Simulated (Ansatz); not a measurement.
# C8H6N2: the cost of one run

Computed with Ansatz 0.2.0, Gaussian basis. Level: the settings change from run to run.

1 further run of the same task is left out (it didn't finish). Runs told in other sessions of the task aren't counted.

## 1. The relaxed structure

The geometry comes from an earlier relaxation with PBE0-D4 in a triple-zeta def2 set; it is a stationary point, not always the lowest conformer.

16 atoms, charge 0, spin multiplicity 1.

Atoms are counted from 1 here; the program's logs count them from 0.

Bond lengths: C1–C2 1.410 Å, C1–C10 1.367 Å, C1–H11 1.084 Å, C2–C3 1.367 Å, C2–H12 1.084 Å, C3–C4 1.409 Å, C3–H13 1.083 Å, C4–N5 1.354 Å, C4–C9 1.420 Å, N5–C6 1.304 Å, C6–C7 1.414 Å, C6–H14 1.087 Å, C7–N8 1.304 Å, C7–H15 1.087 Å, N8–C9 1.354 Å, C9–C10 1.409 Å, C10–H16 1.083 Å. Angles: C2–C1–C10 120.7°, C2–C1–H11 119.4°, C10–C1–H11 120.0°, C1–C2–C3 120.7°, C1–C2–H12 119.4°, C3–C2–H12 120.0°, C2–C3–C4 119.9°, C2–C3–H13 122.1°, C4–C3–H13 118.0°, C3–C4–N5 119.5°, C3–C4–C9 119.4°, N5–C4–C9 121.0°, C4–N5–C6 116.4°, N5–C6–C7 122.5°, N5–C6–H14 117.5°, C7–C6–H14 119.9°, C6–C7–N8 122.5°, C6–C7–H15 119.9° and more.

## 2. PBEsol/def2-mTZVP

Set apart from the defaults: D3(BJ) with three-body dispersion, high accuracy, the search for lower states set to off.

The input, in.yaml:

```yaml
crystal:
  periodic: [false, false, false]
  atoms:
    - {symbol: C, position_ang: [0.528594, -1.899249, 1.220870]}
    - {symbol: C, position_ang: [1.724604, -1.400437, 0.664531]}
    - {symbol: C, position_ang: [1.715979, -0.275603, -0.112328]}
    - {symbol: C, position_ang: [0.502782, 0.396529, -0.363225]}
    - {symbol: N, position_ang: [0.503452, 1.510039, -1.133674]}
    - {symbol: C, position_ang: [-0.652384, 2.083255, -1.326376]}
    - {symbol: C, position_ang: [-1.851297, 1.583273, -0.768614]}
    - {symbol: N, position_ang: [-1.885332, 0.513711, -0.022594]}
    - {symbol: C, position_ang: [-0.701410, -0.105639, 0.197019]}
    - {symbol: C, position_ang: [-0.662296, -1.267468, 0.994001]}
    - {symbol: H, position_ang: [0.559042, -2.792713, 1.833740]}
    - {symbol: H, position_ang: [2.657384, -1.917588, 0.857643]}
    - {symbol: H, position_ang: [2.620439, 0.128125, -0.551401]}
    - {symbol: H, position_ang: [-0.672608, 2.978743, -1.942551]}
    - {symbol: H, position_ang: [-2.791977, 2.094921, -0.956543]}
    - {symbol: H, position_ang: [-1.594941, -1.629918, 1.409492]}
basis:
  gaussian: {orbitals: def2-mTZVP}
hamiltonian: {xc: {name: PBEsol}, dispersion: d3bjatm}
accuracy: high
scf: {lower_state_search: off}
output: {forces: true}
```

The run is started by

```console
$ ansatz run in.yaml --threads 2 --pin off --events-out ev --progress --plain --max-ram 22528MiB --backend cpu
```

Q: Estimate wall time and peak memory on 2 threads of AMD EPYC 7R13, shared host.

About 23 s, with a peak of 1 GiB.
